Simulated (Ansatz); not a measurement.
**TaO (quartet): B2PLYP, RPA-PBE over vertical spin and charge gaps, def2-TZVPP**

Aim: run TaO (quartet) with these functionals over vertical spin and charge gaps, and hold them against the top wave-function level at the same points.

Method: def2-TZVPP, all electrons in the functionals, frozen cores in the correlation of double hybrids and RPA; program: Ansatz 0.2.0, Gaussian basis.

Plan: B2PLYP, RPA-PBE, at charge 0, quartet; charge 0, doublet; charge 0, sextet; charge 1, triplet; charge 1, quintet.

4 further runs of the same task are left out: 2 for a known fault of the program, 2 set aside as unsound or not needed.

### 1 The system

The geometry is a PBE0/def2-TZVP stationary point (not a proven minimum). No spin-orbit coupling is included. Elements past krypton take def2 core potentials.

2 atoms, charge 0, spin multiplicity 4.

Atoms are counted from 1 here; the program's logs count them from 0.

Bond lengths: Ta1–O2 1.699 Å.

Geometry (Å):

```
Ta    0.00000    0.00000    0.00000
O     0.00000    0.00000    1.69860
```

No dispersion term is added.

The geometry shown and the zero of energy belong to the point charge 0, quartet. The yardstick, UCCSD(T), and other wave-function levels (R restricted, U unrestricted, valence and pair active spaces) come from earlier runs.

### 2 B2PLYP, charge 0, quartet

Input file in.yaml:

```yaml
crystal:
  periodic: [false, false, false]
  atoms:
    - {symbol: Ta, position_ang: [0.000000, 0.000000, 0.000000]}
    - {symbol: O, position_ang: [0.000000, 0.000000, 1.698600]}
basis:
  gaussian: {orbitals: def2-TZVPP}
magnetization: {spin_polarized: true, initial_magnetization: 3}
hamiltonian: {xc: {name: B2PLYP}}
correlation: {electrons: outside_noble_gas}
```

Run with:

```bash
$ ansatz run in.yaml --threads 1 --pin off --events-out ev --progress --plain --max-ram 4096MiB --backend cpu
```

The log of the run:

```text
Functional definition: B2PLYP
  name "B2PLYP"
  cite "Grimme, J. Chem. Phys. 124, 034108 (2006) doi:10.1063/1.2148954"
  cite "Becke, Phys. Rev. A 38, 3098 (1988) doi:10.1103/PhysRevA.38.3098"
  cite "Lee, Yang & Parr, Phys. Rev. B 37, 785 (1988) doi:10.1103/PhysRevB.37.785"
  parameter a = 0.53
  parameter c = 0.27
  exchange = (1 - a)*b88_x + a*exact_x
  correlation = (1 - c)*lyp_c + c*(mp2_os + mp2_ss)
566 factors; integrals over basis functions are off by at most 7.8e-4 eV
mean field evaluation 1: about -3580.6788 eV, gradient 4.4e1 eV
mean field evaluation 2: about -3580.7542 eV, gradient 4.4e1 eV
mean field evaluation 4: about -3587.9619 eV, gradient 5.7e0 eV
mean field evaluation 8: about -3588.1730 eV, gradient 9.6e-1 eV
mean field evaluation 16: about -3588.2034 eV, gradient 4.2e-3 eV
mean field evaluation 32: about -3588.2023 eV, gradient 1.8e-1 eV
mean field evaluation 64: about -3547.8714 eV, gradient 3.8e1 eV
mean field -3588.20340323 eV, -131.8640428972 hartree, gradient 5.6e-6 eV, S^2 3.770217; 6 other end points of the search recorded, 0 dependent functions left out
5 core orbitals not correlated: weight in the atoms' cores, before any rotation towards them, 0.967 or more for the frozen orbitals, at most 0.028 for the correlated occupied ones
reference -3588.20351918 eV, -131.8640471581 hartree; 7, 4 occupied and 75, 78 virtual orbitals, 566 factors
second order -12.53422924 eV of doubles, -0.00000000 eV of singles
Total energy: -3591.58776107 eV, -131.9884157538 hartree
```

It took 9 s on 1 thread of AMD EPYC 7R13, shared host.

From the report: ⟨S²⟩ of the determinant 3.770 (pure quartet: 3.75).

### 3 B2PLYP, charge 0, doublet

Changes to in.yaml since step 2:

```diff
@@ -7,3 +7,3 @@
   gaussian: {orbitals: def2-TZVPP}
-magnetization: {spin_polarized: true, initial_magnetization: 3}
+magnetization: {spin_polarized: true, initial_magnetization: 1}
 hamiltonian: {xc: {name: B2PLYP}}
```

The command is unchanged.

The log of the run, shortened:

```text
Functional definition: B2PLYP
  name "B2PLYP"
  cite "Grimme, J. Chem. Phys. 124, 034108 (2006) doi:10.1063/1.2148954"
  cite "Becke, Phys. Rev. A 38, 3098 (1988) doi:10.1103/PhysRevA.38.3098"
  cite "Lee, Yang & Parr, Phys. Rev. B 37, 785 (1988) doi:10.1103/PhysRevB.37.785"
[...]
566 factors; integrals over basis functions are off by at most 7.8e-4 eV
[...]
mean field -3588.48281626 eV, -131.8743111367 hartree, gradient 3.0e-6 eV, S^2 0.807992; 8 other end points of the search recorded, 0 dependent functions left out
5 core orbitals not correlated: weight in the atoms' cores, before any rotation towards them, 0.971 or more for the frozen orbitals, at most 0.024 for the correlated occupied ones
reference -3588.48292886 eV, -131.8743152744 hartree; 6, 5 occupied and 76, 77 virtual orbitals, 566 factors
second order -13.51847028 eV of doubles, -0.00000000 eV of singles
Total energy: -3592.13291583 eV, -132.0084498217 hartree
```

Wall time 18 s (1 thread of AMD EPYC 7R13, shared host).

From the report: ⟨S²⟩ of the determinant 0.808 (pure doublet: 0.75).

From charge 0, quartet: -52.6 kJ/mol.

### 4 B2PLYP, charge 0, sextet

Changes to in.yaml since step 3:

```diff
@@ -7,3 +7,3 @@
   gaussian: {orbitals: def2-TZVPP}
-magnetization: {spin_polarized: true, initial_magnetization: 1}
+magnetization: {spin_polarized: true, initial_magnetization: 5}
 hamiltonian: {xc: {name: B2PLYP}}
```

Launched as before.

The log of the run, shortened:

```text
Functional definition: B2PLYP
  name "B2PLYP"
  cite "Grimme, J. Chem. Phys. 124, 034108 (2006) doi:10.1063/1.2148954"
  cite "Becke, Phys. Rev. A 38, 3098 (1988) doi:10.1103/PhysRevA.38.3098"
  cite "Lee, Yang & Parr, Phys. Rev. B 37, 785 (1988) doi:10.1103/PhysRevB.37.785"
[...]
566 factors; integrals over basis functions are off by at most 7.8e-4 eV
[...]
mean field -3583.61246247 eV, -131.6953289361 hartree, gradient 1.8e-6 eV, S^2 8.754274; 8 other end points of the search recorded, 0 dependent functions left out
5 core orbitals not correlated: weight in the atoms' cores, before any rotation towards them, 0.944 or more for the frozen orbitals, at most 0.049 for the correlated occupied ones
reference -3583.61258031 eV, -131.6953332667 hartree; 8, 3 occupied and 74, 79 virtual orbitals, 566 factors
second order -8.55320827 eV of doubles, -0.00000000 eV of singles
Total energy: -3585.92194655 eV, -131.7802009104 hartree
```

Wall time 19 s (1 thread of AMD EPYC 7R13, shared host).

From the report: ⟨S²⟩ of the determinant 8.754 (pure sextet: 8.75).

From charge 0, quartet: +546.7 kJ/mol.

### 5 B2PLYP, charge 1, triplet

Changes to in.yaml since step 4:

```diff
@@ -7,3 +7,4 @@
   gaussian: {orbitals: def2-TZVPP}
-magnetization: {spin_polarized: true, initial_magnetization: 5}
+total_charge: 1
+magnetization: {spin_polarized: true, initial_magnetization: 2}
 hamiltonian: {xc: {name: B2PLYP}}
```

Same command.

The log of the run, shortened:

```text
Functional definition: B2PLYP
  name "B2PLYP"
  cite "Grimme, J. Chem. Phys. 124, 034108 (2006) doi:10.1063/1.2148954"
  cite "Becke, Phys. Rev. A 38, 3098 (1988) doi:10.1103/PhysRevA.38.3098"
  cite "Lee, Yang & Parr, Phys. Rev. B 37, 785 (1988) doi:10.1103/PhysRevB.37.785"
[...]
566 factors; integrals over basis functions are off by at most 7.8e-4 eV
[...]
mean field -3580.98331318 eV, -131.5987094818 hartree, gradient 5.3e-6 eV, S^2 2.023063; 2 other end points of the search recorded, 0 dependent functions left out
5 core orbitals not correlated: weight in the atoms' cores, before any rotation towards them, 0.972 or more for the frozen orbitals, at most 0.023 for the correlated occupied ones
reference -3580.98342804 eV, -131.5987137029 hartree; 6, 4 occupied and 76, 78 virtual orbitals, 566 factors
second order -12.84132223 eV of doubles, -0.00000000 eV of singles
Total energy: -3584.45058505 eV, -131.7261293726 hartree
```

Wall time 4.7 s (1 thread of AMD EPYC 7R13, shared host).

From the report: ⟨S²⟩ of the determinant 2.023 (pure triplet: 2.00).

From charge 0, quartet: +688.6 kJ/mol.

### 6 B2PLYP, charge 1, quintet

Changes to in.yaml since step 5:

```diff
@@ -8,3 +8,3 @@
 total_charge: 1
-magnetization: {spin_polarized: true, initial_magnetization: 2}
+magnetization: {spin_polarized: true, initial_magnetization: 4}
 hamiltonian: {xc: {name: B2PLYP}}
```

Launched as before.

The log of the run, shortened:

```text
Functional definition: B2PLYP
  name "B2PLYP"
  cite "Grimme, J. Chem. Phys. 124, 034108 (2006) doi:10.1063/1.2148954"
  cite "Becke, Phys. Rev. A 38, 3098 (1988) doi:10.1103/PhysRevA.38.3098"
  cite "Lee, Yang & Parr, Phys. Rev. B 37, 785 (1988) doi:10.1103/PhysRevB.37.785"
[...]
566 factors; integrals over basis functions are off by at most 7.8e-4 eV
[...]
mean field -3577.65749891 eV, -131.4764880617 hartree, gradient 1.2e-6 eV, S^2 6.003913; 10 other end points of the search recorded, 0 dependent functions left out
5 core orbitals not correlated: weight in the atoms' cores, before any rotation towards them, 0.953 or more for the frozen orbitals, at most 0.041 for the correlated occupied ones
reference -3577.65761591 eV, -131.4764923614 hartree; 7, 3 occupied and 75, 79 virtual orbitals, 566 factors
second order -8.34707560 eV of doubles, -0.00000000 eV of singles
Total energy: -3579.91132633 eV, -131.5593146914 hartree
```

Run time: 20 s. Hardware: 1 thread of AMD EPYC 7R13, shared host.

From the report: ⟨S²⟩ of the determinant 6.004 (pure quintet: 6.00).

From charge 0, quartet: +1126.6 kJ/mol.

### 7 RPA-PBE, charge 0, quartet

Input file in.yaml:

```yaml
crystal:
  periodic: [false, false, false]
  atoms:
    - {symbol: Ta, position_ang: [0.000000, 0.000000, 0.000000]}
    - {symbol: O, position_ang: [0.000000, 0.000000, 1.698600]}
basis:
  gaussian: {orbitals: def2-TZVPP}
magnetization: {spin_polarized: true, initial_magnetization: 3}
hamiltonian: {xc: {name: PBE}}
correlation: {method: rpa, electrons: outside_noble_gas}
```

Launched as before.

The log of the run, shortened:

```text
Functional definition: PBE
  name "PBE"
  cite "Perdew, Burke & Ernzerhof, Phys. Rev. Lett. 77, 3865 (1996) doi:10.1103/PhysRevLett.77.3865"
  parent pbe
[...]
566 factors; integrals over basis functions are off by at most 7.8e-4 eV
[...]
mean field -3596.76559184 eV, -132.1786975249 hartree, gradient 2.1e-6 eV, S^2 3.766886; 8 other end points of the search recorded, 0 dependent functions left out
5 core orbitals not correlated: weight in the atoms' cores, before any rotation towards them, 0.978 or more for the frozen orbitals, at most 0.018 for the correlated occupied ones
reference -3570.80387569 eV, -131.2246220538 hartree; 7, 4 occupied and 75, 78 virtual orbitals, 566 factors
Total energy: -3585.92367533 eV, -131.7802644421 hartree
```

It took 11 s on 1 thread of AMD EPYC 7R13, shared host.

From the report: ⟨S²⟩ of the determinant 3.767 (pure quartet: 3.75).

### 8 RPA-PBE, charge 0, doublet

Changes to in.yaml since step 7:

```diff
@@ -7,3 +7,3 @@
   gaussian: {orbitals: def2-TZVPP}
-magnetization: {spin_polarized: true, initial_magnetization: 3}
+magnetization: {spin_polarized: true, initial_magnetization: 1}
 hamiltonian: {xc: {name: PBE}}
```

The command is unchanged.

The log of the run, shortened:

```text
Functional definition: PBE
  name "PBE"
  cite "Perdew, Burke & Ernzerhof, Phys. Rev. Lett. 77, 3865 (1996) doi:10.1103/PhysRevLett.77.3865"
  parent pbe
[...]
566 factors; integrals over basis functions are off by at most 7.8e-4 eV
[...]
mean field -3597.00269395 eV, -132.1874108665 hartree, gradient 1.0e-6 eV, S^2 1.044653; 17 other end points of the search recorded, 0 dependent functions left out
5 core orbitals not correlated: weight in the atoms' cores, before any rotation towards them, 0.981 or more for the frozen orbitals, at most 0.016 for the correlated occupied ones
reference -3570.56421596 eV, -131.2158147210 hartree; 6, 5 occupied and 76, 77 virtual orbitals, 566 factors
Total energy: -3586.31907914 eV, -131.7947952640 hartree
```

Wall time 26 s (1 thread of AMD EPYC 7R13, shared host).

From the report: ⟨S²⟩ of the determinant 1.045 (pure doublet: 0.75).

From charge 0, quartet: -38.2 kJ/mol.

### 9 RPA-PBE, charge 0, sextet

Changes to in.yaml since step 8:

```diff
@@ -7,3 +7,3 @@
   gaussian: {orbitals: def2-TZVPP}
-magnetization: {spin_polarized: true, initial_magnetization: 1}
+magnetization: {spin_polarized: true, initial_magnetization: 5}
 hamiltonian: {xc: {name: PBE}}
```

Same command.

The log of the run, shortened:

```text
Functional definition: PBE
  name "PBE"
  cite "Perdew, Burke & Ernzerhof, Phys. Rev. Lett. 77, 3865 (1996) doi:10.1103/PhysRevLett.77.3865"
  parent pbe
[...]
566 factors; integrals over basis functions are off by at most 7.8e-4 eV
[...]
mean field -3591.12503027 eV, -131.9714107104 hartree, gradient 2.1e-6 eV, S^2 8.753304; 13 other end points of the search recorded, 0 dependent functions left out
5 core orbitals not correlated: weight in the atoms' cores, before any rotation towards them, 0.962 or more for the frozen orbitals, at most 0.033 for the correlated occupied ones
reference -3567.64799563 eV, -131.1086456006 hartree; 8, 3 occupied and 74, 79 virtual orbitals, 566 factors
Total energy: -3580.56396625 eV, -131.5832987662 hartree
```

Run time: 25 s. Hardware: 1 thread of AMD EPYC 7R13, shared host.

From the report: ⟨S²⟩ of the determinant 8.753 (pure sextet: 8.75).

From charge 0, quartet: +517.1 kJ/mol.

### 10 RPA-PBE, charge 1, triplet

Changes to in.yaml since step 9:

```diff
@@ -7,3 +7,4 @@
   gaussian: {orbitals: def2-TZVPP}
-magnetization: {spin_polarized: true, initial_magnetization: 5}
+total_charge: 1
+magnetization: {spin_polarized: true, initial_magnetization: 2}
 hamiltonian: {xc: {name: PBE}}
```

Same command.

The log of the run, shortened:

```text
Functional definition: PBE
  name "PBE"
  cite "Perdew, Burke & Ernzerhof, Phys. Rev. Lett. 77, 3865 (1996) doi:10.1103/PhysRevLett.77.3865"
  parent pbe
[...]
566 factors; integrals over basis functions are off by at most 7.8e-4 eV
[...]
mean field -3589.23935077 eV, -131.9021132668 hartree, gradient 1.9e-6 eV, S^2 2.012947; 4 other end points of the search recorded, 0 dependent functions left out
5 core orbitals not correlated: weight in the atoms' cores, before any rotation towards them, 0.982 or more for the frozen orbitals, at most 0.015 for the correlated occupied ones
reference -3563.87136201 eV, -130.9698568751 hartree; 6, 4 occupied and 76, 78 virtual orbitals, 566 factors
Total energy: -3578.48286886 eV, -131.5068198478 hartree
```

Run time: 7.5 s. Hardware: 1 thread of AMD EPYC 7R13, shared host.

From the report: ⟨S²⟩ of the determinant 2.013 (pure triplet: 2.00).

From charge 0, quartet: +717.9 kJ/mol.

### 11 RPA-PBE, charge 1, quintet

Changes to in.yaml since step 10:

```diff
@@ -8,3 +8,3 @@
 total_charge: 1
-magnetization: {spin_polarized: true, initial_magnetization: 2}
+magnetization: {spin_polarized: true, initial_magnetization: 4}
 hamiltonian: {xc: {name: PBE}}
```

Same command.

The log of the run, shortened:

```text
Functional definition: PBE
  name "PBE"
  cite "Perdew, Burke & Ernzerhof, Phys. Rev. Lett. 77, 3865 (1996) doi:10.1103/PhysRevLett.77.3865"
  parent pbe
[...]
566 factors; integrals over basis functions are off by at most 7.8e-4 eV
[...]
mean field -3584.84876687 eV, -131.7407622847 hartree, gradient 1.5e-7 eV, S^2 6.002903; 13 other end points of the search recorded, 0 dependent functions left out
5 core orbitals not correlated: weight in the atoms' cores, before any rotation towards them, 0.969 or more for the frozen orbitals, at most 0.026 for the correlated occupied ones
reference -3561.93699791 eV, -130.8987703056 hartree; 7, 3 occupied and 75, 79 virtual orbitals, 566 factors
Total energy: -3574.27933795 eV, -131.3523429360 hartree
```

It took 24 s on 1 thread of AMD EPYC 7R13, shared host.

From the report: ⟨S²⟩ of the determinant 6.003 (pure quintet: 6.00).

From charge 0, quartet: +1123.5 kJ/mol.

### 12 The comparison

No level is safe as a reference over these points; UCCSD(T) serves as a yardstick only. It comes from earlier runs at the same points. Energies in kJ/mol, counted from charge 0, quartet; blanks weren't run or aren't comparable.

```tsv
level	quartet to doublet	quartet to sextet	ionisation to the triplet cation	ionisation to the quintet cation
UCCSD(T)	-56.1	527.9	688.5	1107.9
B2PLYP	-52.6	546.7	688.6	1126.6
RPA-PBE	-38.2	517.1	717.9	1123.5
```

Largest miss and mean time a point (UCCSD(T) took 37 s a point; shared hosts):

```tsv
level	largest miss (kJ/mol)	where	time a point
B2PLYP	+18.8	quartet to sextet	14 s
RPA-PBE	+29.5	ionisation to the triplet cation	19 s
```

### 13 Results

```
                                  quantity                                            value
              quartet to doublet, UCCSD(T)                                     -56.1 kJ/mol
               quartet to sextet, UCCSD(T)                                     527.9 kJ/mol
ionisation to the triplet cation, UCCSD(T)                                     688.5 kJ/mol
ionisation to the quintet cation, UCCSD(T)                                    1107.9 kJ/mol
                      largest miss, B2PLYP                 +18.8 kJ/mol (quartet to sextet)
                     largest miss, RPA-PBE  +29.5 kJ/mol (ionisation to the triplet cation)
```

Of the functionals, B2PLYP keep the smallest largest miss at the points compared (at most 18.8 kJ/mol) and RPA-PBE strays most (29.5 kJ/mol, at ionisation to the triplet cation). Functionals and the yardstick converge differently with the basis, so part of each miss in def2-TZVPP is the basis. The yardstick itself may be off where one determinant is a poor start.
